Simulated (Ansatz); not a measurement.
# ZnS: the cost of one run

Program: Ansatz 0.2.0. Level of theory: DFT r2SCAN, scalar-relativistic, plane waves, PAW. These are calculated values, not measurements.

2 further runs of the same task are left out: 2 set aside as unsound or not needed.

## Step 1: The starting structure

It takes space group F-43m (No. 216, cubic). Conventional cell: a = 5.389 Å, b = 5.389 Å, c = 5.389 Å, α = 90.00°, β = 90.00°, γ = 90.00°. Zn (site symmetry -43m) has 4 S at 2.33 Å as nearest neighbours. Around S (site symmetry -43m) lie 4 Zn at 2.33 Å.

Coordinates:

```
CELL_PARAMETERS angstrom
5.38903 0.00000 0.00000
0.00000 -5.38903 0.00000
0.00000 0.00000 -5.38903
ATOMIC_POSITIONS crystal
Zn 0.00000 0.00000 0.00000
Zn 0.50000 0.50000 0.00000
Zn 0.50000 0.00000 0.50000
Zn 0.00000 0.50000 0.50000
S 0.75000 0.75000 0.75000
S 0.25000 0.25000 0.75000
S 0.25000 0.75000 0.25000
S 0.75000 0.25000 0.25000
```

It is built from the cell relaxed beforehand with the same method (19.56 Å³/atom).

## Step 2: The undisturbed cell

input.yaml

```yaml
crystal:
  lattice:
    - [5.3890263884, 0.0, 0.0]
    - [0.0, -5.3890263884, 0.0]
    - [0.0, 0.0, -5.3890263884]
  atoms:
    - { symbol: Zn, position: [0.0, 0.0, 0.0] }
    - { symbol: Zn, position: [0.5, 0.5, 0.0] }
    - { symbol: Zn, position: [0.5, 0.0, 0.5] }
    - { symbol: Zn, position: [0.0, 0.5, 0.5] }
    - { symbol: S, position: [0.75, 0.75, 0.75] }
    - { symbol: S, position: [0.25, 0.25, 0.75] }
    - { symbol: S, position: [0.25, 0.75, 0.25] }
    - { symbol: S, position: [0.75, 0.25, 0.25] }
basis:
  ecutwfc: 500
kpoints:
  mp_grid: { grid: [4, 4, 4] }
hamiltonian:
  xc: r2scan
scf:
  occupations: { method: gaussian, width: 0.05 }
output:
  forces: true
  stress: true
  eigenvalues: true
  write_density: true
  write_potential: true
  elf: true
  volumetric_format: npy
```

Started as:

```
ansatz run input.yaml --threads 1 --pin off --max-ram 2560MiB --backend cpu --events-out ev --progress --plain --runs-dir out
```

What time and memory should one allow on 1 thread of Intel Xeon at 2.70GHz, shared host?

About 16 s, with a peak of 0.62 GiB.
